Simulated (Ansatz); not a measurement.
**Os (Osmium): a relaxation**

The task is a relaxation on Os (Osmium). The structure is shown as the input types it.

Computed with Ansatz 0.2.0 (DFT, PBEsol, PAW with Ansatz's default frozen-core files, scalar-relativistic; relaxation of cell and atoms, unless a step's input says otherwise).

**1. The starting structure**

It takes space group P6_3/mmc (No. 194, hexagonal). Conventional cell: a = 2.734 Å, b = 2.734 Å, c = 4.320 Å, α = 90.00°, β = 90.00°, γ = 120.00°. Os (site symmetry -6m2) has 12 Os at 2.68 to 2.73 Å as nearest neighbours.

As a file:

```cif
data_structure
_symmetry_space_group_name_H-M 'P 1'
_symmetry_Int_Tables_number 1
_cell_length_a 2.7341
_cell_length_b 2.7341
_cell_length_c 4.3197
_cell_angle_alpha 90.000
_cell_angle_beta 90.000
_cell_angle_gamma 120.000
_cell_volume 27.96
loop_
_atom_site_label
_atom_site_type_symbol
_atom_site_fract_x
_atom_site_fract_y
_atom_site_fract_z
_atom_site_occupancy
Os1 Os 0.33333 0.66667 0.25000 1
Os2 Os 0.66667 0.33333 0.75000 1
```

**2. Input and run**

Input file input.yaml:

```yaml
crystal:
  lattice:
    - [2.73410000001, 0.0, 0.0]
    - [-1.36705, 2.36780005649, 0.0]
    - [0.0, 0.0, 4.3197]
  atoms:
    - { symbol: Os, position: [0.333333333333, 0.666666666667, 0.25] }
    - { symbol: Os, position: [0.666666666667, 0.333333333333, 0.75] }
kpoints:
  mp_grid: { grid: [14, 14, 8] }
scf:
  occupations: { method: gaussian, width: 1.0 }
  max_iter: 100
hamiltonian:
  xc: pbesol
  pseudopotentials: { kind: paw }
relax:
  f_tol: 0.002
  max_steps: 80
  cell: {}
output:
  forces: true
  stress: true
```

Run with:

```console
> ansatz run input.yaml --threads 1 --pin off --max-ram 3072MiB --backend cpu --events-out ev --progress --plain --runs-dir out
```

What happens when this is run?

The run converged and reported no error. That alone doesn't make the input a sound one.

The suspect setting: scf.occupations.method is gaussian; scf.occupations.width is 1.0. A smearing of this width stands for electrons at many thousands of kelvin; it empties bonding states and fills antibonding ones.

Run again and compare: set scf.occupations.method to fermi_dirac and scf.occupations.width to 0.1.
